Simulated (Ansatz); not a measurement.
# Te2Mo: the cost of one run

Computed with Ansatz 0.2.0 (DFT PBE+D3(BJ), scalar-relativistic, plane waves, PAW, unless a step's input says otherwise).

1 further run of the same task is left out (set aside as unsound or not needed).

**1. Starting point**

It takes space group P6_3/mmc (No. 194, hexagonal). Conventional cell: a = 3.496 Å, b = 3.496 Å, c = 13.702 Å, α = 90.00°, β = 90.00°, γ = 120.00°. Te (site symmetry 3m) is surrounded by 3 Mo at 2.72 Å. Around Mo (site symmetry -6m2) lie 6 Te at 2.72 Å.

Structure file:

```cif
data_structure
_symmetry_space_group_name_H-M 'P6_3/mmc'
_symmetry_Int_Tables_number 194
_cell_length_a 3.4964
_cell_length_b 3.4964
_cell_length_c 13.7017
_cell_angle_alpha 90.000
_cell_angle_beta 90.000
_cell_angle_gamma 120.000
_cell_volume 145.06
loop_
_atom_site_label
_atom_site_type_symbol
_atom_site_symmetry_multiplicity
_atom_site_Wyckoff_symbol
_atom_site_fract_x
_atom_site_fract_y
_atom_site_fract_z
_atom_site_occupancy
Te1 Te 4 f 0.33333 0.66667 0.61735 1
Mo1 Mo 2 c 0.33333 0.66667 0.25000 1
```

It is the result of an earlier relaxation at this level (volume 24.18 Å³/atom; gap on the mesh: 0.67 eV).

**2. Point at V/V0 = 0.97**

The input, input.yaml:

```yaml
crystal:
  lattice:
    - [3.4610553541, 0.0, 0.0]
    - [-1.730527677, 2.9973618605, 0.0]
    - [0.0, 0.0, 13.563327258]
  atoms:
    - { symbol: Te, position: [0.3333333333, 0.6666666667, 0.6173473944] }
    - { symbol: Te, position: [0.6666666667, 0.3333333333, 0.1173473944] }
    - { symbol: Te, position: [0.3333333333, 0.6666666667, 0.8826526056] }
    - { symbol: Te, position: [0.6666666667, 0.3333333333, 0.3826526056] }
    - { symbol: Mo, position: [0.3333333333, 0.6666666667, 0.25] }
    - { symbol: Mo, position: [0.6666666667, 0.3333333333, 0.75] }
basis:
  ecutwfc: 420
kpoints:
  mp_grid: { grid: [9, 9, 2] }
hamiltonian:
  xc: pbe
  dispersion: d3bj
scf:
  occupations: { method: gaussian, width: 0.02 }
output:
  forces: true
  stress: true
  eigenvalues: true
relax:
  adjacent_minimum: "off"
  f_tol: 0.01
  max_steps: 30
  cell: { stress_tol: 0.1, fix: [volume] }
```

Run with:

```sh
$ ansatz run input.yaml --threads 2 --pin off --max-ram 5120MiB --backend cpu --events-out ev --progress --plain --runs-dir out
```

**Question.** How long does this run take on 2 threads of Arm Neoverse V1, shared host, and how much memory does it need?

About 35 s, with a peak of 0.51 GiB.
